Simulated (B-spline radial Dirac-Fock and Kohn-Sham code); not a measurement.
# Inner shells of Sc³⁺

Aim: for Sc³⁺, compute the binding energy of each subshell, the widths and yields of its core holes and its two-hole states.

The numbers are computed with B-spline radial Dirac-Fock and Kohn-Sham code (version 3): a free atom or ion on a radial basis; each step names its model.

## (1) The system

Scandium as Sc³⁺, [Ne] 3s2 3p6, inside a Watson sphere of charge -3 and radius 2.4 Å (a model of the Madelung potential; inside it an electron's potential energy is raised by 18.0 eV).

```yaml
nuclear_charge: 21
electrons: 18
mass_number: 45
nuclear_rms_radius: 3.5459 fm
```

## (2) Hole states by ΔSCF

Model: Dirac-Fock average of configuration, Delta-SCF, finite nucleus, first-order Breit with its frequency dependence, self-energy and vacuum polarisation.

The run's settings:

```ini
task = binding
Z = 21
charge = 3
configuration = 1s2 2s2 2p6 3s2 3p6
mass_number = 45
rms_radius = 3.5459  # fm
watson_charge = -3  # e
watson_radius = 2.4  # A
```

## (3) Filling the vacancies

Model: independent-particle rates: relativistic LDA orbitals of the hole state, multipoles to L = 3 (length form), Coulomb Auger matrix elements with a Latter-tail continuum; energies from Dirac-Fock.

Recorded inputs:

```ini
task = decay
holes = ["K", "L1", "L2", "L3", "M1", "M2", "M3"]
```

## (4) Two holes

Model: Dirac-Fock average of configuration, Delta-SCF, finite nucleus, first-order Breit with its frequency dependence, self-energy and vacuum polarisation; two-hole levels by intermediate coupling within the shell, Auger rates as independent-particle Coulomb matrix elements.

Recorded inputs:

```ini
task = double
```

Before running it: what results should come out? Wanted: deepest level listed, K; least bound, M3; Kα1; K hole: width, yield; largest U, K K; Kα hypersatellite shift; strongest line of K-L123.

**Answer**, as computed:

| quantity | value |
| --- | --- |
| deepest level listed, K (1s) | 4518.6 eV |
| least bound, M3 (3p3/2) | 54.31 eV |
| Kα1 | 4088.9 eV |
| K hole: width, yield | 0.833 eV, 0.191 |
| its lifetime | 0.790 fs |
| its strongest line | Kα1 (K-L3), 4088.9 eV |
| largest U, K K | 296.5 eV |
| Kα hypersatellite shift | +216.5 eV |
| strongest line of K-L123 | L2L3, J = 2, 3591.7 eV |

What this shows: For K (1s), relaxation takes off 31.4 eV, Breit terms shift it by -3.89 and QED by -1.72 eV. The K hole lives 0.79 fs and decays mostly by electron emission (yield 0.19). Coster-Kronig decay rules L1, where this model's widths can be far from the measured ones. U runs from 19.04 eV (M2 M3) to 296.5 eV (K K). An empty K shell moves Kα up by 217 eV. In the K-L123 Auger group the L2L3 J = 2 line carries 59 % of the rate. The Hartree-Fock and Dirac-Fock values hold no electron correlation.
